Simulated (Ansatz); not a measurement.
# Br₂F₂H₂In₂: up Jacob's ladder to CCSD(T)

One table from this session's results is given with a row withheld; the runs are named, their logs left out.

The runs use Ansatz 0.2.0, Gaussian basis; functionals in def2-TZVPP, the program's frozen cores in correlated methods.

Plan: LDA (SPW92), PBE-D4, revPBE-D4, BLYP-D4, r2SCAN-D4, B97M-V, PBE0-D4, B3LYP-D4, r2SCANh-D4, r2SCAN0-D4, HSE06-D4, BHLYP-D4, CAM-B3LYP-D4, LC-ωPBE, ωB97X-V, ωB97M-V, B2PLYP, PBE-QIDH; CCSD(T)/def2-SVP; MP2/def2-TZVPP; MP2/def2-QZVPP; RPA on PBE.

1 further run of the same task is left out (for a known fault of the program).

**The geometry**

An earlier PBE0-D4 in a triple-zeta def2 set relaxation fixed the geometry. In takes the def2 core potential; no spin-orbit term is included.

SMILES `[F][In@H-]1[Br+][In@@H-]([F])[Br+]1`, 8 atoms, charge 0, spin multiplicity 1.

Atoms are counted from 1 here; the program's logs count them from 0.

Bond lengths: F1–In2 1.935 Å, In2–Br3 2.661 Å, In2–Br6 2.661 Å, In2–H7 1.691 Å, Br3–In4 2.661 Å, In4–F5 1.935 Å, In4–Br6 2.661 Å, In4–H8 1.691 Å. Angles: F1–In2–Br3 102.2°, F1–In2–Br6 102.2°, F1–In2–H7 128.9°, Br3–In2–Br6 90.7°, Br3–In2–H7 112.8°, Br6–In2–H7 112.8°, In2–Br3–In4 89.3°, Br3–In4–F5 102.2°, Br3–In4–Br6 90.7°, Br3–In4–H8 112.8°, F5–In4–Br6 102.2°, F5–In4–H8 128.9°, Br6–In4–H8 112.9°, In2–Br6–In4 89.3°.

The first run:

in.yaml

```yaml
crystal:
  periodic: [false, false, false]
  atoms:
    - {symbol: F, position_ang: [1.349509, 2.493161, -1.039563]}
    - {symbol: In, position_ang: [-0.064907, 1.227272, -1.413573]}
    - {symbol: Br, position_ang: [1.149801, -1.106931, -1.020437]}
    - {symbol: In, position_ang: [-0.103879, -1.329192, 1.315696]}
    - {symbol: F, position_ang: [1.297967, -0.893341, 2.575771]}
    - {symbol: Br, position_ang: [-1.280580, 1.027977, 0.944613]}
    - {symbol: H, position_ang: [-1.145007, 1.194438, -2.713795]}
    - {symbol: H, position_ang: [-1.202904, -2.613384, 1.351307]}
basis:
  gaussian: {orbitals: def2-TZVPP}
hamiltonian: {xc: lda}
output: {orbitals: {seedname: orbitals}}
```

On the command line:

```bash
$ ansatz run in.yaml --threads 4 --pin off --events-out ev --progress --plain --max-ram 10444MiB
```

Steps of the session up to this table: LDA; PBE-D4 (GGA); revPBE-D4 (GGA); BLYP-D4 (GGA); r2SCAN-D4 (meta-GGA); B97M-V (meta-GGA); B3LYP-D4 (hybrid); r2SCANh-D4 (hybrid); r2SCAN0-D4 (hybrid); HSE06-D4 (hybrid); BHLYP-D4 (hybrid); CAM-B3LYP-D4 (range-separated); LC-ωPBE (range-separated); ωB97X-V (range-separated); ωB97M-V (range-separated); B2PLYP (double hybrid); PBE-QIDH (double hybrid).

One of the session's tables, all rows but one given; the rest of the session is left out.

It belongs to the step «Frontier levels by functional». 

| functional | HOMO (eV) | LUMO (eV) | gap (eV) |
| --- | --- | --- | --- |
| LDA (SPW92) | -8.09 | -2.98 | 5.11 |
| PBE-D4 | -7.93 | -2.68 | 5.25 |
| revPBE-D4 | -7.87 | -2.56 | 5.31 |
| BLYP-D4 | -7.75 | -2.65 | 5.10 |
| r2SCAN-D4 | -8.30 | -2.41 | 5.89 |
| B97M-V | -8.39 | -2.46 | 5.93 |
| PBE0-D4 | -9.27 | -1.80 | 7.48 |
| B3LYP-D4 | -9.01 | -2.12 | 6.89 |
| r2SCANh-D4 | -8.79 | -2.10 | 6.69 |
| r2SCAN0-D4 | -9.52 | -1.63 | 7.89 |
| HSE06-D4 | -8.87 | -2.16 | 6.71 |
| BHLYP-D4 | -10.46 | -0.92 | 9.54 |
| CAM-B3LYP-D4 | -10.61 | -0.86 | 9.75 |
| LC-ωPBE | -11.96 | 0.41 | 12.37 |
| ωB97X-V | ? | ? | ? |
| ωB97M-V | -11.48 | 0.07 | 11.55 |

Estimate the missing values for ωB97X-V.

**Answer.** HOMO (eV): -11.63; LUMO (eV): 0.26; gap (eV): 11.89. In the column «HOMO (eV)» it lies between LC-ωPBE (-11.96) and ωB97M-V (-11.48).
